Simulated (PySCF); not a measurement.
**C₂H₈N₂O₃Si: electronic excitations**

Wanted: the electronic excitations of C₂H₈N₂O₃Si (`CO[Si@](N)(O)NC=O`), by calculation.

Computed with PySCF 2.14.0, with density-fitted response routines of our own, on a single molecule in the gas phase. Atoms are numbered from 0 throughout.

**1. The starting structure**

16 atoms, charge 0, multiplicity 1; geometry from: GFN2-xTB.

Bonds of the start (Å): C0–O1 1.41, O1–Si2 1.61, Si2–N3 1.72, Si2–O4 1.62, Si2–N5 1.77, N5–C6 1.34, C6–O7 1.21, C0–H8 1.09, C0–H9 1.09, C0–H10 1.09, N3–H11 1.01, N3–H12 1.01, O4–H13 0.95, N5–H14 1.01, C6–H15 1.11.

**2. Excited states and response: PBE0/def2-SVPD**

The job: settings as JSON, then the geometry in Å.

```
{"job": {"kind": "uv", "xc": "PBE0", "basis": "def2-SVPD", "nstates": 8, "ntriplets": 3}, "charge": 0, "multiplicity": 1}
C      2.016565     0.510799     0.713670
O      1.406236     0.038699    -0.462670
Si    -0.082158    -0.545065    -0.675964
N     -0.431518    -1.812794     0.437216
O     -0.206489    -1.038460    -2.212970
N     -1.294282     0.746865    -0.690000
C     -1.594941     1.413705     0.428808
O     -1.071844     1.197271     1.498729
H      1.285047     0.964407     1.381369
H      2.762820     1.252004     0.425539
H      2.507636    -0.318370     1.226629
H     -0.361783    -1.583831     1.416771
H     -1.257173    -2.369903     0.283883
H      0.462604    -1.626686    -2.549424
H     -1.775369     0.989551    -1.539808
H     -2.372948     2.190750     0.306811
```

With the program's defaults for keys left out, this is: TDDFT PBE0/def2-SVPD, vertical, gas phase, core orbitals frozen in the response.

On the command line:

```console
$ OMP_NUM_THREADS=1 python probes_run.py task.json out
```

One launch serves the whole session: the jobs run in the order shown.

What will the session give for the following? lowest singlet (PBE0/def2-SVPD); brightest single state of those computed; lowest triplet. Wanted: lowest singlet; brightest single state of those computed; lowest triplet.

As calculated:

```
                                quantity                        value
         lowest singlet (PBE0/def2-SVPD)  5.66 eV (219 nm), f = 0.001
brightest single state of those computed  state 3, 6.77 eV, f = 0.046
                          lowest triplet                      5.14 eV
```

The lowest singlet, at 5.66 eV, is HOMO→LUMO+1 0.33, HOMO−1→LUMO+1 0.26 and is weak; of the 8 states computed, the strongest absorption comes from state 3 at 6.77 eV. The lowest triplet lies 0.51 eV below the lowest singlet (triplets in Tamm-Dancoff, singlets in full TDDFT).
